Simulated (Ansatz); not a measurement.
# La3Si2F: the cost of one run

Method: DFT PBE, scalar-relativistic, plane waves, PAW, in Ansatz 0.2.0.

### Step 1. The starting structure

It takes space group P4/mmm (No. 123, tetragonal). The conventional cell has a = 3.991 Å, b = 3.991 Å, c = 8.233 Å, α = 90.00°, β = 90.00°, γ = 90.00°. La (site symmetry mmm) is surrounded by 2 F at 2.00 Å and 4 Si at 2.35 Å. La (site symmetry 4/mmm) has 2 Si at 2.88 Å in its first shell of neighbours. Si (site symmetry 4mm) is surrounded by 1 F at 1.24 Å. F (site symmetry 4/mmm) has 2 Si at 1.24 Å and 4 La at 2.00 Å in its first shell of neighbours.

Structure file:

```
La Si F
1.0
     3.99080    0.00000    0.00000
     0.00000    3.99080    0.00000
     0.00000    0.00000    8.23272
La Si F
3 2 1
Cartesian
  1.9954 0.0000 0.0000
  0.0000 1.9954 0.0000
  0.0000 0.0000 4.1164
  0.0000 0.0000 1.2366
  0.0000 0.0000 6.9961
  0.0000 0.0000 0.0000
```

A structure generator made this guess: random cell by space group and Wyckoff sites (P4/mmm, No. 123). The dimensions are guesses.

### Step 2. The guess as it stands, on a coarse mesh

input.yaml reads:

```yaml
crystal:
  lattice:
    - [3.99080141, 0.0, 0.0]
    - [0.0, 3.99080141, 0.0]
    - [0.0, 0.0, 8.23271919]
  atoms:
    - { symbol: La, position: [0.5, 0.0, 0.0] }
    - { symbol: La, position: [0.0, 0.5, 0.0] }
    - { symbol: La, position: [0.0, 0.0, 0.5] }
    - { symbol: Si, position: [0.0, 0.0, 0.1502053] }
    - { symbol: Si, position: [0.0, 0.0, 0.8497947] }
    - { symbol: F, position: [0.0, 0.0, 0.0] }
basis:
  ecutwfc: 420
kpoints:
  mp_grid: { grid: [4, 4, 2] }
hamiltonian:
  xc: pbe
scf:
  occupations: { method: gaussian, width: 0.1 }
  lower_state_search: "off"
output:
  forces: true
  stress: true
  eigenvalues: true
```

The run is started by

```console
ansatz run input.yaml --threads 1 --pin off --max-ram 2560MiB --backend cpu --events-out ev --progress --plain --runs-dir out
```

Q: Estimate wall time and peak memory on 1 thread of AMD EPYC (Zen 3), shared host.

About 12 s, with a peak of 0.41 GiB.
